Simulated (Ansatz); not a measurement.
**Pd: strong compression**

Aim: compress Pd (fcc type) step by step, far beyond the usual range, and follow pressure and electronic structure. The runs shown use PAW. Its runs: cell relaxed at zero pressure (PAW); volume scaled by 1 (PAW); volume scaled by 0.92 (PAW); volume scaled by 0.84 (PAW); volume scaled by 0.76 (PAW); volume scaled by 0.68 (PAW); volume scaled by 0.6 (PAW); volume scaled by 0.52 (PAW); volume scaled by 0.45 (PAW and PAW (level accurate)).

Program: Ansatz 0.2.0. Level of theory: DFT LDA, with the methods named in each step. These are calculated values, not measurements.

**1. Starting point**

It takes space group Fm-3m (No. 225, cubic). Conventional cell: a = 3.842 Å, b = 3.842 Å, c = 3.842 Å, α = 90.00°, β = 90.00°, γ = 90.00°. Around Pd (site symmetry m-3m) lie 12 Pd at 2.72 Å.

As a file:

```cif
data_structure
_symmetry_space_group_name_H-M 'Fm-3m'
_symmetry_Int_Tables_number 225
_cell_length_a 3.8423
_cell_length_b 3.8423
_cell_length_c 3.8423
_cell_angle_alpha 90.000
_cell_angle_beta 90.000
_cell_angle_gamma 90.000
_cell_volume 56.72
loop_
_atom_site_label
_atom_site_type_symbol
_atom_site_symmetry_multiplicity
_atom_site_Wyckoff_symbol
_atom_site_fract_x
_atom_site_fract_y
_atom_site_fract_z
_atom_site_occupancy
Pd1 Pd 4 a 0.00000 0.00000 0.00000 1
```

The file gives the conventional cell by its symmetry; the runs use the cell typed in the input.

Whether this phase is the stable one at these pressures isn't tested.

**2. Cell relaxed at zero pressure, PAW**

The input, input.yaml:

```yaml
crystal:
  lattice:
    - [0.0, 1.9211397313, 1.9211397313]
    - [1.9211397313, 0.0, 1.9211397313]
    - [1.9211397313, 1.9211397313, 0.0]
  atoms:
    - { symbol: Pd, position: [0.0, 0.0, 0.0] }
kpoints:
  mp_grid: { grid: [17, 17, 17] }
scf:
  occupations: { method: fermi_dirac, width: 0.1 }
hamiltonian:
  xc: lda
  pseudopotentials: { kind: paw }
output:
  forces: true
  stress: true
relax:
  f_tol: 0.005
  max_steps: 40
  cell: {}
```

Command:

```console
$ ansatz run input.yaml --threads 1 --pin off --max-ram 2048MiB --backend cpu --events-out ev --progress --plain --runs-dir out
```

After this run come: Volume scaled by 1, PAW; Volume scaled by 0.92, PAW; Volume scaled by 0.84, PAW; Volume scaled by 0.76, PAW; Volume scaled by 0.68, PAW; Volume scaled by 0.6, PAW; Volume scaled by 0.52, PAW; Volume scaled by 0.45, PAW; Volume scaled by 0.45, PAW (level accurate).

**Question.** What will these runs give? Wanted: PAW pressure at 0.45 of the volume; PAW; fitted bulk modulus at zero pressure.

The runs gave:

```
                                           quantity       value
                 PAW pressure at 0.45 of the volume  1337.1 GPa
PAW (level accurate) pressure at 0.45 of the volume  1337.3 GPa
         fitted bulk modulus at zero pressure (PAW)     243 GPa
                            its pressure derivative        4.77
```

**Reading.** By PAW the pressure climbs to 1337 GPa at 0.45 of the first volume. A third-order Birch-Murnaghan curve fits the range only roughly (B₀ = 243 GPa, B′ = 4.77, misfit at most 17.69 GPa). A fit over so wide a range leans to the high pressures, so B₀ can be off by several per cent. No all-electron run checks these rows here, and frozen cores can fail under such compression. The ions are at rest, and the electrons smeared by 0.1 eV.
